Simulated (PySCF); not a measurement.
# C2H3B2F2N: the cost of one run

The runs use PySCF 2.14.0, with density-fitted response routines of our own; the level of theory stands in each step. All values are computed, except where a source is named. Atoms are numbered from 0 throughout.

**1. The starting structure**

10 atoms, charge 0, multiplicity 1; geometry from: GFN2-xTB. The atoms were then displaced at random by about 0.01 Å, so the start is not that level's minimum.

Bonds of the start (Å): N0–B1 1.38, B1–C2 1.51, C2–C3 1.27, C3–B4 1.47, B4–F5 1.33, B4–F6 1.33, N0–H7 1.01, N0–H8 1.00, B1–H9 1.16.

**2. Geometry optimisation at PBE0-D3(BJ)/def2-SVP**

What the job is given:

```
{"job": {"xc": "PBE0", "basis": "def2-SVP", "d3": "d3bj", "grid": 1, "shake": 0.01, "kind": "geom"}, "charge": 0, "multiplicity": 1}
N     -2.231620    -0.667430     0.173970
B     -1.450050    -0.050400    -0.778550
C      0.018240     0.132190    -0.495280
C      1.257150     0.294940    -0.281550
B      2.691940     0.495730    -0.032180
F      3.178260     1.632820     0.468370
F      3.615760    -0.426100    -0.262510
H     -3.223960    -0.784240     0.042300
H     -1.913710    -0.970240     1.076110
H     -1.891560     0.321810    -1.784570
```

Launch:

```console
$ OMP_NUM_THREADS=1 python probes_run.py task.json out
```

One launch serves the whole session: the jobs run in the order shown.

**Question.** How long does this first job take on 1 thread of Arm Neoverse V2, shared host, and how much memory does it need?

About 57 s, with a peak of 0.44 GiB.
